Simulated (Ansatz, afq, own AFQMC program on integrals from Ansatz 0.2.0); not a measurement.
# SiGeH3 (doublet): quantum Monte Carlo beside coupled cluster at twist about Si1–Ge2 = 14.6°, cc-pVDZ

How near does AFQMC come to the top of the ladder for SiGeH3 (doublet)?

Computed with Ansatz 0.2.0, Gaussian basis, and an in-house AFQMC program (afq) on its integrals; all values are calculated. Level: cc-pVDZ, frozen cores.

The runs, in order: PBE (unrestricted); r2SCAN (unrestricted); PBE0 (unrestricted); B3LYP (unrestricted); wB97M-V (unrestricted); B2PLYP (unrestricted); CCSD(T) on UHF; Phaseless AFQMC, CISD trial on UHF.

1 further run of the same task is left out (it didn't finish).

## Step 1: The system

The geometry derives from a PBE0/def2-TZVP stationary point (not a proven minimum). One half is turned about the bond named; the halves are rigid. No spin-orbit coupling is included. The filled d shell of Ge may be among the frozen orbitals whatever the setting's name suggests; the logs give the count.

5 atoms, charge 0, spin multiplicity 2.

Atoms are counted from 1 here; the program's logs count them from 0.

Bond lengths: Si1–Ge2 2.352 Å, Si1–H3 1.492 Å, Si1–H4 1.492 Å, Ge2–H5 1.595 Å. Angles: Ge2–Si1–H3 129.6°, Ge2–Si1–H4 123.5°, H3–Si1–H4 106.9°, Si1–Ge2–H5 86.6°.

## Step 2: PBE (unrestricted)

The input, in.yaml:

```yaml
crystal:
  periodic: [false, false, false]
  atoms:
    - {symbol: Si, position_ang: [-0.003900, 0.018555, 1.651597]}
    - {symbol: Ge, position_ang: [-0.003900, -0.027877, -0.700234]}
    - {symbol: H, position_ang: [-0.003900, 1.186217, 2.580630]}
    - {symbol: H, position_ang: [-0.003900, -1.208893, 2.499213]}
    - {symbol: H, position_ang: [0.397491, 1.514651, -0.636057]}
basis:
  gaussian: {orbitals: cc-pVDZ}
magnetization: {spin_polarized: true, initial_magnetization: 1}
hamiltonian: {xc: {name: PBE}}
output: {orbitals: {seedname: orbitals}}
```

Command:

```console
$ ansatz run in.yaml --threads 1 --pin off --events-out ev --progress --plain --max-ram 1382MiB
```

What it wrote:

```text
Functional definition: PBE
  name "PBE"
  cite "Perdew, Burke & Ernzerhof, Phys. Rev. Lett. 77, 3865 (1996) doi:10.1103/PhysRevLett.77.3865"
  parent pbe
  parameter kappa = 0.804
  parameter beta = 0.06672455060314922
  exchange = pbe_x(kappa = kappa, mu = beta*pi^2/3)
  correlation = pbe_c(beta = beta)
787 factors; their error is unknown
mean field evaluation 1: about -64428.2345 eV, gradient 9.1e0 eV
mean field evaluation 2: about -64428.5470 eV, gradient 6.7e0 eV
mean field evaluation 4: about -64428.9732 eV, gradient 9.8e-1 eV
mean field evaluation 8: about -64428.9715 eV, gradient 6.2e-2 eV
mean field evaluation 16: about -64428.9716 eV, gradient 1.5e-4 eV
mean field -64428.97156408 eV, -2367.7210334545 hartree, gradient 3.8e-5 eV, S^2 0.755138; 3 other end points of the search recorded, 0 dependent functions left out
reference -64428.97159669 eV, -2367.7210346531 hartree; 25, 24 occupied and 35, 36 virtual orbitals, 787 factors
Total energy: -64428.97159669 eV, -2367.7210346531 hartree
```

Wall time 3.1 s (1 thread of Arm Neoverse V1, shared host).

From the report: ⟨S²⟩ of the determinant 0.755 (pure doublet: 0.75).

## Step 3: r2SCAN (unrestricted)

Changes to in.yaml since step 2:

```diff
@@ -11,3 +11,2 @@
 magnetization: {spin_polarized: true, initial_magnetization: 1}
-hamiltonian: {xc: {name: PBE}}
-output: {orbitals: {seedname: orbitals}}
+hamiltonian: {xc: {name: r2SCAN}}
```

Same command.

What it wrote:

```text
Functional definition: r2SCAN
  name "r2SCAN"
  cite "Furness, Kaplan, Ning, Perdew & Sun, J. Phys. Chem. Lett. 11, 8208 (2020) doi:10.1021/acs.jpclett.0c02405"
  cite "Furness, Kaplan, Ning, Perdew & Sun, J. Phys. Chem. Lett. 11, 9248 (2020) doi:10.1021/acs.jpclett.0c03077"
  parent r2scan
  parameter k0 = 0.174
  parameter k1 = 0.065
  parameter a1 = 4.9479
  exchange = r2scan_x(k0 = k0, k1 = k1, a1 = a1)
  correlation = r2scan_c
787 factors; their error is unknown
mean field evaluation 1: about -64440.1528 eV, gradient 6.9e0 eV
mean field evaluation 2: about -64440.4828 eV, gradient 3.6e0 eV
mean field evaluation 4: about -64440.6062 eV, gradient 5.6e-1 eV
mean field evaluation 8: about -64440.6002 eV, gradient 3.4e-2 eV
mean field evaluation 16: about -64440.6003 eV, gradient 3.9e-4 eV
mean field -64440.60027994 eV, -2368.1483808802 hartree, gradient 4.1e-5 eV, S^2 0.761764; 3 other end points of the search recorded, 0 dependent functions left out
reference -64440.60029060 eV, -2368.1483812717 hartree; 25, 24 occupied and 35, 36 virtual orbitals, 787 factors
Total energy: -64440.60029060 eV, -2368.1483812717 hartree
```

Wall time 8.5 s (1 thread of Arm Neoverse V1, shared host).

From the report: ⟨S²⟩ of the determinant 0.762 (pure doublet: 0.75).

## Step 4: PBE0 (unrestricted)

Changes to in.yaml since step 3:

```diff
@@ -11,2 +11,3 @@
 magnetization: {spin_polarized: true, initial_magnetization: 1}
-hamiltonian: {xc: {name: r2SCAN}}
+hamiltonian: {xc: {name: PBE0}}
+output: {orbitals: {seedname: orbitals}}
```

Same command.

What it wrote:

```text
Functional definition: PBE0
  name "PBE0"
  cite "Adamo & Barone, J. Chem. Phys. 110, 6158 (1999) doi:10.1063/1.478522"
  cite "Perdew, Burke & Ernzerhof, Phys. Rev. Lett. 77, 3865 (1996) doi:10.1103/PhysRevLett.77.3865"
  parent pbe
  parameter a = 0.25
  parameter kappa = 0.804
  parameter beta = 0.06672455060314922
  exchange = (1 - a)*pbe_x(kappa = kappa, mu = beta*pi^2/3) + a*exact_x
  correlation = pbe_c(beta = beta)
640 factors; integrals over basis functions are off by at most 1.4e-3 eV
mean field evaluation 1: about -64430.8908 eV, gradient 5.7e0 eV
mean field evaluation 2: about -64431.1160 eV, gradient 2.5e0 eV
mean field evaluation 4: about -64431.1824 eV, gradient 2.9e-1 eV
mean field evaluation 8: about -64431.2150 eV, gradient 2.7e-2 eV
mean field evaluation 16: about -64431.2151 eV, gradient 5.8e-4 eV
mean field -64431.21506097 eV, -2367.8034804446 hartree, gradient 3.9e-5 eV, S^2 0.757634; 2 other end points of the search recorded, 0 dependent functions left out
reference -64431.21508555 eV, -2367.8034813477 hartree; 25, 24 occupied and 35, 36 virtual orbitals, 640 factors
Total energy: -64431.21508555 eV, -2367.8034813477 hartree
```

Wall time 4.2 s (1 thread of Arm Neoverse V1, shared host).

From the report: ⟨S²⟩ of the determinant 0.758 (pure doublet: 0.75).

## Step 5: B3LYP (unrestricted)

Changes to in.yaml since step 4:

```diff
@@ -11,3 +11,2 @@
 magnetization: {spin_polarized: true, initial_magnetization: 1}
-hamiltonian: {xc: {name: PBE0}}
-output: {orbitals: {seedname: orbitals}}
+hamiltonian: {xc: {name: B3LYP}}
```

Same command.

What it wrote, cut to the lines that bear on the results:

```text
Functional definition: B3LYP
  name "B3LYP"
  cite "Stephens, Devlin, Chabalowski & Frisch, J. Phys. Chem. 98, 11623 (1994) doi:10.1021/j100096a001"
  cite "Becke, Phys. Rev. A 38, 3098 (1988) doi:10.1103/PhysRevA.38.3098"
  cite "Lee, Yang & Parr, Phys. Rev. B 37, 785 (1988) doi:10.1103/PhysRevB.37.785"
  cite "Vosko, Wilk & Nusair, Can. J. Phys. 58, 1200 (1980) doi:10.1139/p80-159"
[...]
640 factors; integrals over basis functions are off by at most 1.4e-3 eV
[...]
mean field -64443.64940702 eV, -2368.2604342337 hartree, gradient 4.9e-5 eV, S^2 0.754561; 2 other end points of the search recorded, 0 dependent functions left out
reference -64443.64963051 eV, -2368.2604424467 hartree; 25, 24 occupied and 35, 36 virtual orbitals, 640 factors
Total energy: -64443.64963051 eV, -2368.2604424467 hartree
```

It took 3.8 s on 1 thread of Arm Neoverse V1, shared host.

From the report: ⟨S²⟩ of the determinant 0.755 (pure doublet: 0.75).

## Step 6: wB97M-V (unrestricted)

Changes to in.yaml since step 5:

```diff
@@ -11,2 +11,3 @@
 magnetization: {spin_polarized: true, initial_magnetization: 1}
-hamiltonian: {xc: {name: B3LYP}}
+hamiltonian: {xc: {name: wB97M-V}}
+output: {orbitals: {seedname: orbitals}}
```

Same command.

What it wrote, cut to the lines that bear on the results:

```text
Functional definition: wB97M-V
  name "wB97M-V"
  cite "Mardirossian & Head-Gordon, J. Chem. Phys. 144, 214110 (2016) doi:10.1063/1.4952647"
  cite "Becke, J. Chem. Phys. 107, 8554 (1997) doi:10.1063/1.475007"
  cite "Vydrov & Van Voorhis, J. Chem. Phys. 133, 244103 (2010) doi:10.1063/1.3521275"
  # Of w^i u^j: cxij and so on, Table III.
[...]
  gx(w, u) = 1 - cx + cx01*u + cx10*w
  gss(w, u) = css00 + css04*u^4 + css10*w + css20*w^2 + css43*w^4*u^3
  gos(w, u) = cos00 + cos10*w + (cos20 + cos21*u)*w^2 + (cos60 + cos61*u)*w^6
[...]
      + integral(e_c_pw_mod_opposite_spin*gos(b97_w_opposite, b97_u_opposite)) + vv10(b, c)
640 factors; integrals over basis functions are off by at most 1.4e-3 eV
203 factors; integrals over basis functions are off by at most 6.2e-6 eV
[...]
mean field -64437.63295782 eV, -2368.0393338037 hartree, gradient 5.6e-5 eV, S^2 0.753720; 2 other end points of the search recorded, 0 dependent functions left out
reference -64437.63299419 eV, -2368.0393351403 hartree; 25, 24 occupied and 35, 36 virtual orbitals, 640 factors
Total energy: -64437.63299419 eV, -2368.0393351403 hartree
```

Wall time 18 s (1 thread of Arm Neoverse V1, shared host); peak memory 0.27 GiB.

From the report: ⟨S²⟩ of the determinant 0.754 (pure doublet: 0.75).

## Step 7: B2PLYP (unrestricted)

Changes to in.yaml since step 6:

```diff
@@ -11,3 +11,3 @@
 magnetization: {spin_polarized: true, initial_magnetization: 1}
-hamiltonian: {xc: {name: wB97M-V}}
-output: {orbitals: {seedname: orbitals}}
+hamiltonian: {xc: {name: B2PLYP}}
+correlation: {electrons: outside_noble_gas}
```

The command is unchanged.

What it wrote, cut to the lines that bear on the results:

```text
Functional definition: B2PLYP
  name "B2PLYP"
  cite "Grimme, J. Chem. Phys. 124, 034108 (2006) doi:10.1063/1.2148954"
  cite "Becke, Phys. Rev. A 38, 3098 (1988) doi:10.1103/PhysRevA.38.3098"
  cite "Lee, Yang & Parr, Phys. Rev. B 37, 785 (1988) doi:10.1103/PhysRevB.37.785"
[...]
640 factors; integrals over basis functions are off by at most 1.4e-3 eV
[...]
mean field -64425.10209854 eV, -2367.5788332186 hartree, gradient 4.5e-6 eV, S^2 0.759725; 2 other end points of the search recorded, 0 dependent functions left out
19 core orbitals not correlated: weight in the atoms' cores, before any rotation towards them, 0.999 or more for the frozen orbitals, at most 0.000 for the correlated occupied ones
reference -64425.10224157 eV, -2367.5788384748 hartree; 6, 5 occupied and 35, 36 virtual orbitals, 640 factors
second order -5.82858853 eV of doubles, -0.00000000 eV of singles
Total energy: -64426.67596047 eV, -2367.6366715778 hartree
```

Wall time 4.8 s (1 thread of Arm Neoverse V1, shared host).

From the report: ⟨S²⟩ of the determinant 0.760 (pure doublet: 0.75).

## Step 8: CCSD(T) on UHF

Changes to in.yaml since step 7:

```diff
@@ -11,3 +11,2 @@
 magnetization: {spin_polarized: true, initial_magnetization: 1}
-hamiltonian: {xc: {name: B2PLYP}}
-correlation: {electrons: outside_noble_gas}
+correlation: {method: ccsd_t, electrons: outside_noble_gas, hamiltonian_folder: ham}
```

Same command.

What it wrote, cut to the lines that bear on the results:

```text
Functional definition: HF
  name "HF"
  cite "Fock, Z. Phys. 61, 126 (1930) doi:10.1007/BF01340294"
  parent pbe
[...]
640 factors; integrals over basis functions are off by at most 1.4e-3 eV
[...]
mean field -64380.61818109 eV, -2365.9440794047 hartree, gradient 2.6e-6 eV, S^2 0.799967; 6 other end points of the search recorded, 0 dependent functions left out
determinant -64380.61818109 eV, -2365.9440794047 hartree, with singles and doubles -64386.25830114 eV, -2366.1513499937 hartree
determinant -64379.15538364 eV, -2365.8903225900 hartree, with singles and doubles -64384.88561510 eV, -2366.1009047119 hartree
determinant -64378.12959281 eV, -2365.8526254721 hartree, with singles and doubles -64383.54898091 eV, -2366.0517843114 hartree
determinant -64377.51310624 eV, -2365.8299700085 hartree, with singles and doubles -64383.44798423 eV, -2366.0480727520 hartree
19 core orbitals not correlated: weight in the atoms' cores, before any rotation towards them, 1.000 or more for the frozen orbitals, at most 0.000 for the correlated occupied ones
reference -64380.61818109 eV, -2365.9440794047 hartree; 6, 5 occupied and 35, 36 virtual orbitals, 640 factors
second order -4.50793192 eV of doubles, -0.00000000 eV of singles
cycle   1  -5.64088098 eV  change   -7.6e-4 eV  update   2.1e-3
[...]
cycle  11  -5.64206370 eV  change   -1.5e-6 eV  update   3.6e-6
perturbative correction -0.17703661 eV, -0.0065059753 hartree
Total energy: -64386.43728140 eV, -2366.1579273966 hartree
```

It took 8 s on 1 thread of Arm Neoverse V1, shared host.

From the report: ⟨S²⟩ of the determinant 0.800 (pure doublet: 0.75); correlation -5.8191 eV; T1 0.026; largest double amplitude 0.06.

This run also writes the integrals to the folder ham.

## Step 9: Phaseless AFQMC, CISD trial on UHF

It reads the integrals that the CCSD(T) run on this determinant wrote.

Command:

```console
$ afq ham --method phaseless --trial cisd --walkers 60 --populations 1 --least-time 40 --time-step 0.005 --steps-per-block 50 --equilibration-blocks 28 --max-blocks 300 --target-error 0.0004 --factor-cut 1e-05 --start spin_pure --seed 2830 --release-times 0.24,0.51,0.99,1.62,2.4 --release-step 0.03 --release-every 4 --taylor-order 6
```

What it wrote:

```text
orbitals 41  electrons 6 5  factors 324 of 640
reference energy -2365.94407940 Eh
CCSD correlation -0.20734186 Eh in 16 cycles, weight of the determinant in the CISD state 0.8538
energy of the start -2366.149055 Eh
 block  time / (1/Eh)  mean weight  energy / Eh
     1     0.250  1.0002  -2366.146633
     2     0.500  0.9992  -2366.147964
     3     0.750  0.9996  -2366.150352
     4     1.000  1.0004  -2366.150814
     5     1.250  1.0019  -2366.153186
     6     1.500  0.9998  -2366.153228
     7     1.750  1.0018  -2366.155053
     8     2.000  1.0005  -2366.157243
     9     2.250  1.0001  -2366.156335
    10     2.500  0.9977  -2366.153921
    13     3.250  1.0016  -2366.156578
    19     4.750  1.0018  -2366.156117
    25     6.250  0.9988  -2366.160687
    31     7.750  1.0011  -2366.156663
    37     9.250  1.0001  -2366.159688
    43    10.750  1.0017  -2366.165535
    49    12.250  1.0007  -2366.158528
    55    13.750  0.9985  -2366.159869
    61    15.250  1.0004  -2366.156435
    67    16.750  1.0003  -2366.153111
    73    18.250  1.0034  -2366.159997
    79    19.750  0.9992  -2366.157455
    85    21.250  0.9993  -2366.156906
    91    22.750  0.9987  -2366.158313
    97    24.250  0.9985  -2366.158189
   103    25.750  1.0021  -2366.156304
   109    27.250  1.0009  -2366.161079
   115    28.750  0.9995  -2366.158191
   121    30.250  1.0013  -2366.159148
   127    31.750  0.9984  -2366.160005
   133    33.250  1.0015  -2366.154575
   139    34.750  1.0026  -2366.157493
   145    36.250  0.9977  -2366.160623
   151    37.750  1.0007  -2366.159178
   157    39.250  0.9994  -2366.157327
   163    40.750  1.0004  -2366.155122
   169    42.250  1.0003  -2366.157996
   175    43.750  1.0006  -2366.157624
   181    45.250  0.9991  -2366.162428
   187    46.750  0.9997  -2366.157623
   193    48.250  1.0039  -2366.157641
   199    49.750  0.9999  -2366.158682
   205    51.250  0.9980  -2366.157202
   211    52.750  0.9998  -2366.158400
   217    54.250  1.0016  -2366.159458
   223    55.750  0.9987  -2366.154236
   229    57.250  1.0017  -2366.155236
   235    58.750  1.0001  -2366.161455
   241    60.250  0.9998  -2366.158308
   247    61.750  0.9986  -2366.162190
blocks merged  error / Eh  count
     1  0.000197  220
     2  0.000253  110
     4  0.000321  55
     8  0.000398  27
    16  0.000470  13
released: time / (1/Eh)  energy / Eh  error  mean overlap
  0.24  -2366.158843  0.000404  1.0053
  0.51  -2366.159355  0.000348  0.9944
  0.99  -2366.159810  0.000361  0.9873
  1.62  -2366.160007  0.000479  0.9945
  2.40  -2366.159970  0.000567  0.9941
energy -2366.158542 +/- 0.000398 Eh
```

It took 8.9 min on 1 thread of Arm Neoverse V1, shared host.

Energy -64386.4540 ± 0.0108 eV. Caveats: constraint bias not in the error.

## Step 10: All levels side by side

On the UHF determinant, counted from CCSD(T) (a yardstick, not exact):

```tsv
level	energy (eV)	from CCSD(T) (kcal/mol)	statistical error (kcal/mol)	time
HF	-64380.6182	+134.19		
MP2	-64385.1261	+30.24		
CCSD	-64386.2602	+4.08		
CCSD(T)	-64386.4373	0.00		
Phaseless AFQMC, CISD trial, step 0.005, 60 walkers	-64386.4540	-0.39	0.25	8.9 min
```

The functionals' totals stand on their own zeros and serve differences with other points: PBE -64428.972 eV; r2SCAN -64440.600 eV; PBE0 -64431.215 eV; B3LYP -64443.650 eV; wB97M-V -64437.633 eV; B2PLYP -64426.676 eV.

## Step 11: Summary of results

| quantity | value |
| --- | --- |
| Phaseless AFQMC, CISD trial on UHF from CCSD(T) | -0.39 ± 0.25 kcal/mol |

**Reading.** On UHF the phaseless walk with the CISD trial lies -0.39 kcal/mol from CCSD(T), within three error bars. Error bars are statistical and leave out the constraint, the time step and what remains of the start.
